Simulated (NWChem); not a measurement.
# BP86/6-311++G(2d,2p) run of BHF2 (SMILES FBF)

What is the electronic atomisation energy of BHF2 at BP86/6-311++G(2d,2p)? 

Program for the calculation: NWChem 7.3.0.

5 further runs of the same task are left out: 5 set aside as unsound or not needed.

## 1. The system as given

BHF2 has 4 atoms, charge 0, and is taken as a singlet. As SMILES, `FBF`. Geometry: relaxed at PBE0-D4/def2-TZVP.

Bond lengths: F1–B2 1.313 Å, B2–F3 1.313 Å, B2–H4 1.191 Å. Angles: F1–B2–F3 118.1°, F1–B2–H4 121.0°, F3–B2–H4 121.0°.

## 2. A single-point energy at BP86/6-311++G(2d,2p) (run 1)

Contents of mol.nw:

```
start mol
title "BF2H"
memory 2200 mb

geometry units angstrom noautosym nocenter noautoz
  F     1.154300    0.456900   -0.361900
  B    -0.001900   -0.031000    0.025200
  F    -1.095400    0.528700   -0.438900
  H    -0.057000   -0.954600    0.775600
end

basis spherical bse
  * library "6-311++G(2d,2p)"
end

dft
  xc becke88 perdew86
  grid fine
  convergence energy 1e-08
  maxiter 100
  mulliken
  print low
end

task dft energy
```

Launch:

```bash
$ nwchem mol.nw > mol.out
```

Log:

```text
[...]
 d= 0,ls=0.0,diis     1   -225.2255645980 -2.87D+02  1.07D-02  1.04D+00     1.0
[...]
 d= 0,ls=0.0,diis    10   -225.3166146058 -2.31D-11  4.17D-08  1.74D-10     8.0
         Total DFT energy =     -225.316614605809
      One electron energy =     -435.032233476667
           Coulomb energy =      173.229419330686
    Exchange-Corr. energy =      -25.402359702120
 Nuclear repulsion energy =       61.888559242293
[...]
      Total Density - Mulliken Population Analysis
     ---------------------------------------------
    Atom       Charge   Shell Charges
 -----------   ------   -------------------------------------------------------
    1 F    9     9.29   1.08  0.91  1.19  1.08  2.35  0.89  1.71 -0.03  0.09  0.00  0.01
    2 B    5     4.44   1.13  0.85  0.49  0.64  0.74  0.14  0.26  0.01  0.02  0.09  0.07
    3 F    9     9.29   1.08  0.91  1.19  1.08  2.35  0.89  1.71 -0.03  0.09  0.00  0.01
    4 H    1     0.99   0.27  0.54  0.16  0.01  0.00  0.01
[...]
```

It took 8.7 s on 1 thread of Intel Xeon Platinum 8488C (Sapphire Rapids), shared host; peak memory 0.11 GiB.

## 3. The B atom, same level (run 2)

Contents of job.nw:

```
start job
title "B BP86"
memory stack 880 mb heap 220 mb global 1100 mb
charge 0

geometry units angstroms noautosym nocenter noautoz
B        0.000000       0.000000       0.000000
end

basis spherical bse
B library "6-311++G(2d,2p)"
end

dft
xc becke88 perdew86
mult 2
grid fine
convergence energy 1e-08
maxiter 100
mulliken
noprint "final vectors analysis"
end

task dft energy
```

Run the same way, it converges to -24.64892 Eh (log not shown).

Run 3 isn't shown in full; the table further down has it.

## 4. The H atom (run 4)

Contents of test.nw:

```
start test
memory 2200 mb

geometry units angstroms noautosym nocenter noautoz
  H      0.000000     0.000000     0.000000
end

basis spherical bse
  H library "6-311++G(2d,2p)"
end

dft
  xc becke88 perdew86
  mult 2
  grid fine
  convergence energy 1e-08
  iterations 100
  mulliken
  print low
end

task dft
```

Launch:

```bash
$ nwchem test.nw > test.out
```

Log:

```text
[...]
 d= 0,ls=0.0,diis     1     -0.4997352838 -5.00D-01  4.24D-03  7.27D-04     0.1
[...]
 d= 0,ls=0.0,diis     5     -0.5001366402 -4.05D-10  1.65D-06  1.09D-11     0.1
[...]
         Total DFT energy =       -0.500136640230
      One electron energy =       -0.499370267136
           Coulomb energy =        0.306271556438
    Exchange-Corr. energy =       -0.307037929533
 Nuclear repulsion energy =        0.000000000000
[...]
      Total Density - Mulliken Population Analysis
     ---------------------------------------------
    Atom       Charge   Shell Charges
 -----------   ------   -------------------------------------------------------
    1 H    1     1.00   0.18  0.46  0.34  0.02  0.00  0.00
     --------------------------------------------
      Spin Density - Mulliken Population Analysis
     --------------------------------------------
    Atom       Charge   Shell Charges
 -----------   ------   -------------------------------------------------------
    1 H    1     1.00   0.18  0.46  0.34  0.02  0.00  0.00
[...]
      <S2> =      0.7500 (Exact =     0.7500)
[...]
```

It took 0.68 s on 1 thread of Intel Xeon Platinum 8488C (Sapphire Rapids), shared host; peak memory 0.1 GiB.

## 5. All runs side by side

```csv
run,level,partner,energy (Eh),wall time
1,"BP86/6-311++G(2d,2p)",base,-225.316615,8.7 s
2,"UBP86/6-311++G(2d,2p)",atoms,-24.648922,0.96 s
3,"UBP86/6-311++G(2d,2p)",atoms,-99.752358,0.96 s
4,"UBP86/6-311++G(2d,2p)",atoms,-0.500137,0.68 s
```

## 6. What came out

At BP86/6-311++G(2d,2p):

| quantity | value |
| --- | --- |
| H atom: total energy | -0.50014 Eh |
| H atom: ⟨S²⟩ | 0.750 |
| electronic atomisation energy | 18.037 eV |

What this shows: Taking the molecule apart into free atoms costs 18.04 eV (1740 kJ/mol), before zero-point energy and without spin-orbit coupling. All runs together took 11 s, the longest 8.7 s.
